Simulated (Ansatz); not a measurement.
# C2H2FInS: the cost of one run

Computed with Ansatz 0.2.0, Gaussian basis. Level: the settings change from run to run.

## Step 1: The molecule

An earlier PBE0-D4 in a triple-zeta def2 set relaxation fixed the geometry. In takes a core potential in def2 sets; no spin-orbit term is included.

SMILES `FC1=[CH][InH][S]1`, 7 atoms, charge 0, spin multiplicity 1.

Atoms are counted from 1 here; the program's logs count them from 0.

Bond lengths: F1–C2 1.329 Å, C2–C3 1.343 Å, C2–S5 1.771 Å, C3–In4 2.086 Å, C3–H6 1.081 Å, In4–S5 2.489 Å, In4–H7 1.684 Å. Angles: F1–C2–C3 123.3°, F1–C2–S5 115.4°, C3–C2–S5 121.3°, C2–C3–In4 94.4°, C2–C3–H6 124.3°, In4–C3–H6 141.3°, C3–In4–S5 72.4°, C3–In4–H7 158.1°, S5–In4–H7 129.5°, C2–S5–In4 71.8°.

Geometry (Å):

```csv
atom,x (Å),y (Å),z (Å)
F1,0.1651,-1.3651,1.9456
C2,0.0166,-0.7081,0.8001
C3,0.4050,0.5656,0.6249
In4,-0.2224,0.6521,-1.3630
S5,-0.7395,-1.6289,-0.5106
H6,0.8703,1.1711,1.3904
H7,-0.4951,1.3132,-2.8875
```

## Step 2: B3LYP/STO-3G

Set apart from the defaults: unrestricted orbitals, atoms shaken by 0.15 Å, D3(BJ) dispersion, high accuracy.

Contents of in.yaml:

```yaml
crystal:
  periodic: [false, false, false]
  atoms:
    - {symbol: F, position_ang: [0.213107, -1.263122, 2.112310]}
    - {symbol: C, position_ang: [-0.462861, -0.520542, 0.379017]}
    - {symbol: C, position_ang: [0.196388, 0.317940, 0.518529]}
    - {symbol: In, position_ang: [-0.471628, 0.405554, -0.982559]}
    - {symbol: S, position_ang: [-0.902135, -1.673617, -0.427994]}
    - {symbol: H, position_ang: [0.933016, 1.316417, 1.326138]}
    - {symbol: H, position_ang: [-0.464360, 1.413483, -2.828858]}
basis:
  gaussian: {orbitals: STO-3G}
magnetization: {spin_polarized: true, initial_magnetization: 0}
hamiltonian: {xc: {name: B3LYP}, dispersion: d3bj}
accuracy: high
```

Command:

```
ansatz run in.yaml --threads 2 --pin off --events-out ev --progress --plain --max-ram 22528MiB --backend cpu
```

Q: Estimate wall time and peak memory on 2 threads of AMD EPYC 7R13, shared host.

About 13 s, with a peak of 0.4 GiB.
